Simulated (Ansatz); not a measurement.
# CH9GeNOSn: the cost of one run

Method: RHF/def2-SVP, in Ansatz 0.2.0.

### 1 The structure to begin with

Bond lengths: O1–C2 1.340 Å, C2–Ge3 1.935 Å, C2–N4 1.455 Å, N4–Sn5 2.075 Å, O1–H6 1.023 Å, C2–H7 1.100 Å, Ge3–H8 1.583 Å, Ge3–H9 1.610 Å, Ge3–H10 1.569 Å, N4–H11 0.975 Å, Sn5–H12 1.767 Å, Sn5–H13 1.696 Å, Sn5–H14 1.726 Å. Angles (14 of 22 angles, heavy atoms first): O1–C2–Ge3 108.3°, O1–C2–N4 112.0°, Ge3–C2–N4 108.7°, C2–N4–Sn5 111.9°, O1–C2–H7 108.4°, Ge3–C2–H7 106.9°, N4–C2–H7 112.3°, C2–O1–H6 111.1°, C2–Ge3–H8 112.1°, C2–Ge3–H9 110.2°, C2–Ge3–H10 111.2°, C2–N4–H11 113.0°, Sn5–N4–H11 111.0°, N4–Sn5–H12 109.6°.

As a file:

```xyz
14

O    -1.3182    1.8108    0.5559
C    -0.6714    0.6412    0.4572
Ge    1.2049    0.9528    0.8127
N    -0.8052    0.0547   -0.8671
Sn   -0.4256   -1.9848   -0.8510
H    -1.0007    2.4684   -0.1610
H    -1.0402   -0.0278    1.2491
H     1.8836    1.8455   -0.3044
H     1.3861    1.6994    2.2275
H     1.9935   -0.3994    0.9208
H    -0.2626    0.5064   -1.5402
H    -1.0649   -2.6944    0.6354
H     1.2602   -2.1655   -0.8825
H    -1.1525   -2.7366   -2.2236
```

### 2 End point A

File input.yaml:

```yaml
crystal:
  periodic: [false, false, false]
  atoms:
    - { symbol: O, position_ang: [-1.3182, 1.8108, 0.5559] }
    - { symbol: C, position_ang: [-0.6714, 0.6412, 0.4572] }
    - { symbol: Ge, position_ang: [1.2049, 0.9528, 0.8127] }
    - { symbol: "N", position_ang: [-0.8052, 0.0547, -0.8671] }
    - { symbol: Sn, position_ang: [-0.4256, -1.9848, -0.851] }
    - { symbol: H, position_ang: [-1.0007, 2.4684, -0.161] }
    - { symbol: H, position_ang: [-1.0402, -0.0278, 1.2491] }
    - { symbol: H, position_ang: [1.8836, 1.8455, -0.3044] }
    - { symbol: H, position_ang: [1.3861, 1.6994, 2.2275] }
    - { symbol: H, position_ang: [1.9935, -0.3994, 0.9208] }
    - { symbol: H, position_ang: [-0.2626, 0.5064, -1.5402] }
    - { symbol: H, position_ang: [-1.0649, -2.6944, 0.6354] }
    - { symbol: H, position_ang: [1.2602, -2.1655, -0.8825] }
    - { symbol: H, position_ang: [-1.1525, -2.7366, -2.2236] }
basis:
  gaussian: { orbitals: def2-SVP }
hamiltonian:
  xc: hf
relax:
  f_tol: 0.02
  max_steps: 50
output:
  orbitals: {}
```

Run with:

```sh
> ansatz run input.yaml --threads 2 --pin off --max-ram 3072MiB --backend cpu --events-out ev --progress --plain --runs-dir out
```

Q: Estimate wall time and peak memory on 2 threads of Intel Xeon Platinum 8488C (Sapphire Rapids), shared host.

About 81 s, with a peak of 0.48 GiB.
